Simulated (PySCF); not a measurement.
# [Os3]−: other functionals and bases at one geometry

How far do other levels of theory move the description of [Os3]−, and what does each cost? It is a constructed species; whether it can be made isn't addressed.

Method: several levels, as the steps say, no spin–orbit coupling; program: PySCF 2.14.0.

5 further runs of the same task are left out: 2 for a known fault of the program, 3 that didn't finish.

## 1. Where the work starts

3 atoms, charge -1, spin multiplicity 2.

Bond lengths: Os1–Os2 2.271 Å, Os2–Os3 2.217 Å. Angles: Os1–Os2–Os3 180.0°.

Geometry (Å):

```xyz
3
charge -1, multiplicity 2
Os    0.0000    0.0000    2.2532
Os    0.0000    0.0000   -0.0179
Os    0.0000    0.0000   -2.2353
```

An earlier session relaxed this geometry at PBE0, Os def2-SVP with ECP60 (doublet, point group D∞h).

At PBE0 on the finer grid: E = -271.891199 Eh, HOMO -0.46 eV, LUMO 1.83 eV (over both spins), ⟨S²⟩ = 3.019, Mulliken charge on Os1 -0.33 e, largest force component 0.014 eV/Å. The state is spin-contaminated.

Levels to run: r2SCAN; BLYP; BP86; revPBE; PBE0, TZVP. Hardware: 2 threads of Intel Xeon at 2.70GHz, shared host.

## 2. r2SCAN

run.py (the lines that set the calculation)

```python
mol = gto.M(atom='''
Os     0.00000     0.00000     2.25323
Os     0.00000     0.00000    -0.01794
Os     0.00000     0.00000    -2.23529''',
    basis={'Os': 'def2-SVP'},
    ecp={'Os': 'def2-SVP'},
    charge=-1, spin=1)
mf = dft.UKS(mol, xc='R2SCAN')
mf.grids.atom_grid = (75, 302)
mf = mf.density_fit()  # fitting sets: Os def2-universal-JKFIT
mf.conv_tol = 1e-08; mf.max_cycle = 55
mf.kernel(dm0)  # dm0: the density of the relaxed state
```

Launch:

```sh
> OMP_NUM_THREADS=2 python run.py
```

## 3. BLYP

Edit run.py (the lines that set the calculation) of step 2 so:

```diff
@@ -7,3 +7,3 @@
     charge=-1, spin=1)
-mf = dft.UKS(mol, xc='R2SCAN')
+mf = dft.UKS(mol, xc='BLYP')
 mf.grids.atom_grid = (75, 302)
```

## 4. BP86

Edit run.py (the lines that set the calculation) of step 3 so:

```diff
@@ -7,3 +7,3 @@
     charge=-1, spin=1)
-mf = dft.UKS(mol, xc='BLYP')
+mf = dft.UKS(mol, xc='B88,P86')
 mf.grids.atom_grid = (75, 302)
```

## 5. revPBE

Edit run.py (the lines that set the calculation) of step 4 so:

```diff
@@ -7,3 +7,3 @@
     charge=-1, spin=1)
-mf = dft.UKS(mol, xc='B88,P86')
+mf = dft.UKS(mol, xc='PBE_R,PBE')
 mf.grids.atom_grid = (75, 302)
```

## 6. PBE0, TZVP

Basis: Os def2-TZVP with ECP60. 

run.py (the lines that set the calculation)

```python
mol = gto.M(atom='''
Os     0.00000     0.00000     2.25323
Os     0.00000     0.00000    -0.01794
Os     0.00000     0.00000    -2.23529''',
    basis={'Os': 'def2-TZVP'},
    ecp={'Os': 'def2-TZVP'},
    charge=-1, spin=1)
mf = dft.UKS(mol, xc='PBE0')
mf.grids.atom_grid = (75, 302)
mf = mf.density_fit()  # fitting sets: Os def2-universal-JKFIT
mf.conv_tol = 1e-08; mf.max_cycle = 55
mf.kernel(dm0)  # dm0: free metal ions and neutral atoms
```

Q: Predict the outcome of this session. Wanted: for each run, HOMO; gap; charge on Os1; dipole; largest force.

As calculated:

| level | state | HOMO (eV) | gap (eV) | charge on Os1 (e) | dipole (D) | largest force (eV/Å) | basis functions | time |
| --- | --- | --- | --- | --- | --- | --- | --- | --- |
| PBE0 (relaxed here) | doublet | -0.46 | 2.29 | -0.33 | 0.38 | 0.01 | 96 | 26 s |
| r2SCAN | doublet | 0.60 | 0.65 | -0.35 | 0.20 | 1.74 | 96 | 2.6 min |
| BLYP | doublet | 0.93 | 0.11 | -0.50 | 0.13 | 0.67 | 96 | 8.6 s |
| BP86 | doublet | 0.67 | 0.13 | -0.43 | 0.07 | 0.85 | 96 | 9.1 s |
| revPBE | doublet | 0.90 | 0.19 | -0.45 | 0.02 | 0.57 | 96 | 84 s |
| PBE0, TZVP | doublet | -0.37 | 2.22 | -0.44 | 0.08 | 1.57 | 120 | 18 s |

Times are on 2 threads of Intel Xeon at 2.70GHz, shared host; the first row also made further properties. The dipole of a charged species depends on the origin, so these sizes hold for this origin alone.

In one basis the HOMO–LUMO gap runs from 0.11 eV (BLYP) to 2.29 eV (PBE0). The largest leftover force, 1.74 eV/Å with r2SCAN, stands at a geometry relaxed at another level. The Mulliken charge on Os spans -0.50 to -0.33 e over the levels. Total energies of different levels can't be compared. Spin–orbit coupling is left out throughout.
